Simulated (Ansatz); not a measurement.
# SiHCl₃ + H₂O: a complex and its separated parts

The complex below is one end of an elementary step. How strongly is it bound against its free parts?

Method: PBE0-D4/def2-TZVP structures, single points in def2-TZVPP, no counterpoise correction; program: Ansatz 0.2.0, Gaussian basis.

Levels: SPW92, PBE-D4, BLYP-D4, r2SCAN-D4, B97M-V, PBE0-D4, B3LYP-D4, r2SCAN0-D4, BHLYP-D4, CAM-B3LYP-D4, wB97X-V, wB97M-V, B2PLYP, PBE-QIDH, RPA on PBE, Hartree-Fock, MP2, CCSD, CCSD(T).

Cores are frozen in the correlated methods. B3LYP uses VWN-RPA correlation. B2PLYP carries no dispersion term here.

94 further runs of the same task are left out: 94 set aside as unsound or not needed.

### 1 The system as given

The complex: 8 atoms, charge 0, spin multiplicity 1.

Atoms are counted from 1 here; the program's logs count them from 0.

Bond lengths: Si1–Cl3 2.038 Å, Si1–Cl4 2.039 Å, Si1–Cl5 2.038 Å, Si1–H7 1.463 Å, O2–H6 0.960 Å, O2–H8 0.960 Å. Angles: Cl3–Si1–Cl4 107.5°, Cl3–Si1–Cl5 109.8°, Cl3–Si1–H7 111.6°, Cl4–Si1–Cl5 107.5°, Cl4–Si1–H7 108.7°, Cl5–Si1–H7 111.6°, H6–O2–H8 105.3°.

Coordinates:

| atom | x (Å) | y (Å) | z (Å) |
| --- | --- | --- | --- |
| Si1 | -0.7911 | 0.8591 | 0.1090 |
| O2 | 1.6529 | -1.0272 | -0.0395 |
| Cl3 | -0.8969 | 0.1716 | -1.8066 |
| Cl4 | -2.1638 | 2.3542 | 0.2999 |
| Cl5 | -1.3173 | -0.6242 | 1.4038 |
| H6 | 1.3988 | -1.7458 | 0.5449 |
| H7 | 0.5338 | 1.3983 | 0.4161 |
| H8 | 1.5836 | -1.3861 | -0.9277 |

Its parts: SiHCl₃ holds atoms 1, 3, 4, 5, 7; H₂O holds atoms 2, 6, 8. Each part counts its atoms afresh in its own runs.

### 2 Relaxing SiHCl₃ alone

relax-a/in.yaml

```yaml
crystal:
  periodic: [false, false, false]
  atoms:
    - {symbol: Si, position_ang: [-0.791108, 0.859121, 0.109036]}
    - {symbol: Cl, position_ang: [-0.896903, 0.171641, -1.806634]}
    - {symbol: Cl, position_ang: [-2.163813, 2.354186, 0.299895]}
    - {symbol: Cl, position_ang: [-1.317305, -0.624200, 1.403834]}
    - {symbol: H, position_ang: [0.533848, 1.398300, 0.416127]}
basis:
  gaussian: {orbitals: def2-TZVP}
hamiltonian: {xc: pbe0, dispersion: d4}
relax: {f_tol: 0.005, max_steps: 200}
```

Launch:

```
ansatz run in.yaml --threads 8 --pin off --events-out ev --progress --plain --max-ram 19148MiB
```

Further steps of the session: Relaxing H₂O alone; SPW92/def2-TZVPP; PBE-D4/def2-TZVPP; BLYP-D4/def2-TZVPP; r2SCAN-D4/def2-TZVPP; B97M-V/def2-TZVPP; PBE0-D4/def2-TZVPP; B3LYP-D4/def2-TZVPP; r2SCAN0-D4/def2-TZVPP; BHLYP-D4/def2-TZVPP; CAM-B3LYP-D4/def2-TZVPP; wB97X-V/def2-TZVPP; wB97M-V/def2-TZVPP; B2PLYP/def2-TZVPP; PBE-QIDH/def2-TZVPP; RPA on PBE/def2-TZVPP; CCSD(T)/def2-TZVPP; Vibrations of SiHCl₃; Vibrations of H₂O.

Q: Predict the outcome of this session. Wanted: complex less parts, CCSD(T)/def2-TZVPP; with zero-point energy; largest T1 diagnostic.

As calculated:

```
                              quantity          value
complex less parts, CCSD(T)/def2-TZVPP  -3.3 kcal/mol
                with zero-point energy  -2.2 kcal/mol
                 largest T1 diagnostic          0.009
```

At CCSD(T) the complex lies 3.3 kcal/mol below its parts. Among the functionals PBE-QIDH lands nearest to CCSD(T) (+0.2 kcal/mol) and SPW92 farthest (-3.1 kcal/mol). Mean unsigned error by rung: LDA 3.1, GGA 0.9, meta-GGA 0.8, hybrid 0.8, range-separated hybrid 1.0, double hybrid 0.4 kcal/mol. PBE-D4 gives a relative energy 1.0 kcal/mol too low, outside chemical accuracy (1 kcal/mol). No counterpoise was applied, and triple zeta lacks some correlation, so the CCSD(T) reference has a basis error of its own, and close matches with it are partly luck.
